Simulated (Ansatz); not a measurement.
# AlCo3: properties at the relaxed cell

The task here is to estimate one member of a computed series from the others.

Program: Ansatz 0.2.0. Level of theory: DFT PBEsol, scalar-relativistic, plane waves, PAW. These are calculated values, not measurements.

1 further run of the same task is left out (set aside as unsound or not needed).

## Starting point

It takes space group Pm-3m (No. 221, cubic). Conventional cell: a = 3.529 Å, b = 3.529 Å, c = 3.529 Å, α = 90.00°, β = 90.00°, γ = 90.00°. Al (site symmetry m-3m) is surrounded by 12 Co at 2.50 Å. Around Co (site symmetry 4/mmm) lie 4 Al at 2.50 Å and 8 Co at 2.50 Å.

As a file:

```cif
data_structure
_symmetry_space_group_name_H-M 'P 1'
_symmetry_Int_Tables_number 1
_cell_length_a 3.5293
_cell_length_b 3.5293
_cell_length_c 3.5293
_cell_angle_alpha 90.000
_cell_angle_beta 90.000
_cell_angle_gamma 90.000
_cell_volume 43.96
loop_
_atom_site_label
_atom_site_type_symbol
_atom_site_fract_x
_atom_site_fract_y
_atom_site_fract_z
_atom_site_occupancy
Al1 Al 0.00000 0.00000 0.00000 1
Co1 Co 0.50000 0.50000 0.00000 1
Co2 Co 0.50000 0.00000 0.50000 1
Co3 Co 0.00000 0.50000 0.50000 1
```

It goes back to an entry of the Materials Project, which need not be the stable form.

This cell was relaxed beforehand with the same method: volume 10.99 Å³/atom, gap on the mesh none (metal), site moments up to 1.3 μB.

The first run:

input.yaml

```yaml
crystal:
  lattice:
    - [3.5293182047, 0.0, 0.0]
    - [0.0, 3.5293182047, 0.0]
    - [0.0, 0.0, 3.5293182047]
  atoms:
    - { symbol: Al, position: [0.0, 0.0, 0.0] }
    - { symbol: Co, position: [0.5, 0.5, 0.0], spin: 1.45 }
    - { symbol: Co, position: [0.5, 0.0, 0.5], spin: 1.45 }
    - { symbol: Co, position: [0.0, 0.5, 0.5], spin: 1.45 }
basis:
  ecutwfc: 420
kpoints:
  mp_grid: { grid: [12, 12, 12] }
  band_path:
    path:
      - [[0.0, 0.0, 0.0], [0.0, 0.5, 0.0], [0.5, 0.5, 0.0], [0.0, 0.0, 0.0], [0.5, 0.5, 0.5], [0.0, 0.5, 0.0]]
      - [[0.5, 0.5, 0.5], [0.5, 0.5, 0.0]]
    npoints: 14
hamiltonian:
  xc: pbesol
scf:
  occupations: { method: gaussian, width: 0.1 }
  n_extra_bands: 10
output:
  forces: true
  stress: true
  eigenvalues: true
  populations: true
  dos: { projected: true, de: 0.02, nscf_kmesh: { grid: [18, 18, 18] } }
  bader: true
  write_density: true
  write_potential: true
  elf: true
  volumetric_format: npy
magnetization:
  spin_polarized: true
checkpoint:
  read: start.run
  write: ck
  compress: false
  write_wavefunctions: false
  write_every: 100000
```

Run with:

```
> ansatz run input.yaml --threads 1 --pin off --max-ram 2560MiB --backend cpu --events-out ev --progress --plain --runs-dir out
```

Steps of the session up to this table: Bands, states and charges; Point at V/V0 = 0.97; Point at V/V0 = 1.03; Volume × 0.94; Point at V/V0 = 1.06.

One table of the session follows, with a row left open; its other results are not shown here.

It belongs to the step «Energy against volume». 

| volume (Å³/atom) | energy above the lowest point (meV/atom) | pressure (GPa) | largest moment (μB) |
| --- | --- | --- | --- |
| 10.331 | 23.6 | 8.81 | 0.56 |
| 10.661 | 6.8 | 6.61 | 1.27 |
| 10.990 | 0.0 | 0.00 | 1.32 |
| 11.320 | ? | ? | ? |
| 11.650 | 23.4 | -10.74 | 1.36 |

**Question.** Estimate the row for volume (Å³/atom) = 11.320.

Worked estimate for «energy above the lowest point (meV/atom)». A straight line through the neighbours (10.990, 0.0) and (11.650, 23.4) gives 0.0 + (23.4 − 0.0) × (11.320 − 10.990) / (11.650 − 10.990) = 11.7; a parabola fitted to 3 rows on both sides gives 5.5.

**Answer.** energy above the lowest point (meV/atom): 6.1; pressure (GPa): -5.79; largest moment (μB): 1.34. In «energy above the lowest point (meV/atom)» the line misses by +5.6 and the parabola by -0.6.

Caveats from the session: Warnings in the runs' records: stability check not made.
